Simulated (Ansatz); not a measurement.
## OsI in Ansatz: convergence with smearing width

Crystal: OsI.

```xyz
2
Lattice="3.8405 0.0000 0.0000 0.0000 3.8405 0.0000 0.0000 0.0000 3.8405" Properties=species:S:1:pos:R:3 pbc="T T T"
Os    1.9202    1.9202    1.9202
I     0.0000    0.0000    0.0000
```

The cell was built by a generator and needn't be a form met in nature.

| Item | Value |
| --- | --- |
| Program | Ansatz 0.2.0 |
| Task | convergence study |
| Functional | PBEsol |
| Potentials or basis | Ansatz PAW |
| Cutoff | 420 eV (not typed: the program's choice for these potentials) |
| k mesh | 6 × 6 × 6 |
| Occupations | gaussian, width 0.3 eV |
| Spin | spin-orbit coupling, no magnetisation |

These are the settings of the first run; the series varies smearing width, with any setting tied to it.

Hardware: 2 threads of Arm Neoverse V2, on a shared host.

Task: The values tried are 0.3 eV, 0.2 eV, 0.15 eV, 0.1 eV, 0.05 eV, 0.025 eV, 0.01 eV, 0.005 eV, loosest first. From which on does the pressure stay within 0.1 GPa of the tightest run that finished?

Result: From 0.025 eV on.

```csv
smearing width,"energy less the tightest run, at zero smearing (meV/atom)",pressure (GPa),SCF cycles,CPU time (s),peak memory (GiB)
0.3 eV,-6.79,-19.49,10,8.2,0.48
0.2 eV,-3.76,-19.64,10,8.2,0.48
0.15 eV,-2.07,-19.69,10,8.2,0.48
0.1 eV,-0.75,-19.74,9,7.5,0.48
0.05 eV,0.00,-19.82,9,7.4,0.48
0.025 eV,0.08,-19.90,9,7.4,0.48
0.01 eV,0.01,-19.97,9,7.5,0.48
0.005 eV,0.00,-19.97,9,7.5,0.48
```

Against the tightest run, the energy stays within 1 meV/atom from 0.1 eV on. Narrower smearing needs a denser k mesh, so at a fixed mesh the narrowest width isn't the most accurate. The tightest run that finished is the yardstick and may itself not be fully converged.

Caveat, for the tightest run too: so large a pressure means that the cell lies far from this level's equilibrium, or that cutoff or potentials fall short; the PAW data sets come from PBE, with cores solved anew for the run's functional, which leaves a small shift of forces and pressure.
